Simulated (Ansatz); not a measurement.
# AlNi3: the cost of one run

Method: DFT r2SCAN, scalar-relativistic, plane waves, PAW, in Ansatz 0.2.0.

1 further run of the same task is left out (set aside as unsound or not needed).

## 1. The system as given

The structure is cubic, space group Fm-3m (No. 225). Conventional cell: a = 5.604 Å, b = 5.604 Å, c = 5.604 Å, α = 90.00°, β = 90.00°, γ = 90.00°. Al (site symmetry m-3m) has 8 Ni at 2.43 Å as nearest neighbours. Ni (site symmetry -43m) has 4 Al at 2.43 Å and 4 Ni at 2.43 Å as nearest neighbours. Ni (site symmetry m-3m) has 8 Ni at 2.43 Å as nearest neighbours.

Coordinates:

```cif
data_structure
_symmetry_space_group_name_H-M 'Fm-3m'
_symmetry_Int_Tables_number 225
_cell_length_a 5.6038
_cell_length_b 5.6038
_cell_length_c 5.6038
_cell_angle_alpha 90.000
_cell_angle_beta 90.000
_cell_angle_gamma 90.000
_cell_volume 175.97
loop_
_atom_site_label
_atom_site_type_symbol
_atom_site_symmetry_multiplicity
_atom_site_Wyckoff_symbol
_atom_site_fract_x
_atom_site_fract_y
_atom_site_fract_z
_atom_site_occupancy
Al1 Al 4 b 0.50000 0.00000 0.00000 1
Ni1 Ni 8 c 0.25000 0.75000 0.75000 1
Ni2 Ni 4 a 0.00000 0.00000 0.00000 1
```

It goes back to an entry of the Materials Project, which need not be the stable form.

This cell was relaxed beforehand with the same method: volume 11.00 Å³/atom, gap on the mesh none (metal).

## 2. The reference cell

The reference gives a free energy of -18077.6999 eV, pressure 0.04 GPa, largest force 0.000 eV/Å and gap on the mesh none (metal). It was computed beforehand with the settings of the runs below.

## 3. Zone-centre phonons by finite displacements

The input, input.yaml:

```yaml
crystal:
  lattice:
    - [0.0, 2.8018887551, 2.8018887551]
    - [2.8018887551, 0.0, 2.8018887551]
    - [2.8018887551, 2.8018887551, 0.0]
  atoms:
    - { symbol: Al, position: [0.5, 0.5, 0.5] }
    - { symbol: Ni, position: [0.25, 0.25, 0.25] }
    - { symbol: Ni, position: [0.0, 0.0, 0.0] }
    - { symbol: Ni, position: [0.75, 0.75, 0.75] }
basis:
  ecutwfc: 500
kpoints:
  mp_grid: { grid: [14, 14, 14] }
hamiltonian:
  xc: r2scan
scf:
  occupations: { method: gaussian, width: 0.15 }
output:
  eigenvalues: true
phonons:
  method: fd
  supercell: [1, 1, 1]
  amplitude: 0.02
  eigenvectors: true
  dielectric: false
```

On the command line:

```sh
$ ansatz run input.yaml --threads 2 --pin off --max-ram 5120MiB --backend cpu --events-out ev --progress --plain --runs-dir out
```

Q: Estimate wall time and peak memory on 2 threads of Arm Neoverse V1, shared host.

About 3.5 min, with a peak of 1.2 GiB.
